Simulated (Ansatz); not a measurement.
# Rb4O: one candidate of a structure search

Where does this trial cell of Rb4O go when cell and atoms are let free?

Program: Ansatz 0.2.0. Level of theory: DFT PBE, scalar-relativistic, plane waves, PAW. These are calculated values, not measurements.

## 1. The starting structure

It takes space group Im-3m (No. 229, cubic). Conventional cell: a = 7.135 Å, b = 7.135 Å, c = 7.135 Å, α = 90.00°, β = 90.00°, γ = 90.00°. Around Rb (site symmetry -3m) lie 2 O at 3.09 Å. O (site symmetry m-3m) is surrounded by 8 Rb at 3.09 Å.

As a file:

```xyz
5
Lattice="-3.5674 3.5674 3.5674 3.5674 -3.5674 3.5674 3.5674 3.5674 -3.5674" Properties=species:S:1:pos:R:3 pbc="T T T"
Rb    1.7837    1.7837   -1.7837
Rb   -1.7837    1.7837    1.7837
Rb    1.7837   -1.7837    1.7837
Rb    1.7837    1.7837    1.7837
O     0.0000    0.0000    0.0000
```

A structure generator made this guess: species swapped into a database cell of Hg4Pt (Im-3m, No. 229), with Rb on the Hg sites and O on the Pt sites. Lengths come from tabulated atomic sizes and are only a guess.

## 2. The guess as it stands, on a coarse mesh

input.yaml

```yaml
crystal:
  lattice:
    - [-3.56739915, 3.56739915, 3.56739915]
    - [3.56739915, -3.56739915, 3.56739915]
    - [3.56739915, 3.56739915, -3.56739915]
  atoms:
    - { symbol: Rb, position: [0.0, 0.0, 0.5] }
    - { symbol: Rb, position: [0.5, 0.0, 0.0] }
    - { symbol: Rb, position: [0.0, 0.5, 0.0] }
    - { symbol: Rb, position: [0.5, 0.5, 0.5] }
    - { symbol: O, position: [0.0, 0.0, 0.0] }
basis:
  ecutwfc: 420
kpoints:
  mp_grid: { grid: [4, 4, 4] }
hamiltonian:
  xc: pbe
scf:
  occupations: { method: gaussian, width: 0.1 }
  lower_state_search: "off"
output:
  forces: true
  stress: true
  eigenvalues: true
```

Command:

```
$ ansatz run input.yaml --threads 1 --pin off --max-ram 2560MiB --backend cpu --events-out ev --progress --plain --runs-dir out
```

Further runs follow: spin check on a coarse mesh; full relaxation; relaxation repeated from the relaxed cell.

**Question.** What will these runs give? Wanted: conventional cell; volume; energy over the elements; gap on the mesh.

The runs gave:

| quantity | value |
| --- | --- |
| symmetry at the end (tolerance 0.05 Å) | space group Im-3m (No. 229) |
| conventional cell | a = 7.602 Å, b = 7.602 Å, c = 7.602 Å, α = 90.00°, β = 90.00°, γ = 90.00° |
| volume | 43.93 Å³/atom |
| energy over the elements (uncorrected; H, N, O, F and Cl as molecules) | -0.26 eV/atom |
| gap on the mesh | none (metal) |

**Reading.** The space group Im-3m (No. 229) is kept, and the volume per atom grows by 20.9 % from the first guess. A negative formation energy is needed for stability but isn't enough; other structures and compounds were not set against it here. No finished test with a distortion of lower symmetry is shown, so the end may be a saddle point. A spin-polarised run here lost its starting moments, which speaks against magnetism, though one start doesn't rule it out. Other magnetic orders were not searched.
